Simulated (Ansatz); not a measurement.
# CuF3: the cost of one run

Program: Ansatz 0.2.0. Level of theory: DFT PBE+U (U = 8 eV, J = 0.5 eV on Cu d), plane waves, PAW. These are calculated values, not measurements.

## Step 1: Starting point

The structure is cubic, space group Pm-3m (No. 221). Conventional cell: a = 3.765 Å, b = 3.765 Å, c = 3.765 Å, α = 90.00°, β = 90.00°, γ = 90.00°. Cu (site symmetry m-3m) has 6 F at 1.88 Å in its first shell of neighbours. Around F (site symmetry 4/mmm) lie 2 Cu at 1.88 Å.

As a file:

```
Cu F
1.0
     3.76477    0.00000    0.00000
     0.00000    3.76477    0.00000
     0.00000    0.00000    3.76477
Cu F
1 3
Direct
  0.00000 0.00000 0.00000
  0.50000 0.00000 0.00000
  0.00000 0.00000 0.50000
  0.00000 0.50000 0.00000
```

Magnetic order typed: ferromagnetic.

## Step 2: From atoms, symmetry kept, no search

Contents of input.yaml:

```yaml
crystal:
  lattice:
    - [3.76476893, 0.0, 0.0]
    - [0.0, 3.76476893, 0.0]
    - [0.0, 0.0, 3.76476893]
  atoms:
    - { symbol: Cu, position: [0.0, 0.0, 0.0], spin: 2.0 }
    - { symbol: F, position: [0.5, 0.0, 0.0] }
    - { symbol: F, position: [0.0, 0.0, 0.5] }
    - { symbol: F, position: [0.0, 0.5, 0.0] }
basis:
  ecutwfc: 420
  ecutrho_ratio: 4
kpoints:
  mp_grid: { grid: [5, 5, 5] }
hamiltonian:
  xc: pbe
  hubbard: { sites: [{ site: 0, l: d, u: 8.0, j: 0.5 }] }
scf:
  occupations: { method: gaussian, width: 0.05 }
  lower_state_search: "off"
  max_iter: 150
output:
  forces: true
  stress: true
  eigenvalues: true
  populations: true
  hubbard: { sites: [{ site: 0, l: d }] }
magnetization:
  spin_polarized: true
```

Run with:

```
$ ansatz run input.yaml --threads 2 --pin off --max-ram 3072MiB --backend cpu --events-out ev --progress --plain --runs-dir out
```

Q: Estimate wall time and peak memory on 2 threads of AMD EPYC 9R45 (Zen 5), shared host.

About 1.1 s, with a peak of 0.38 GiB.
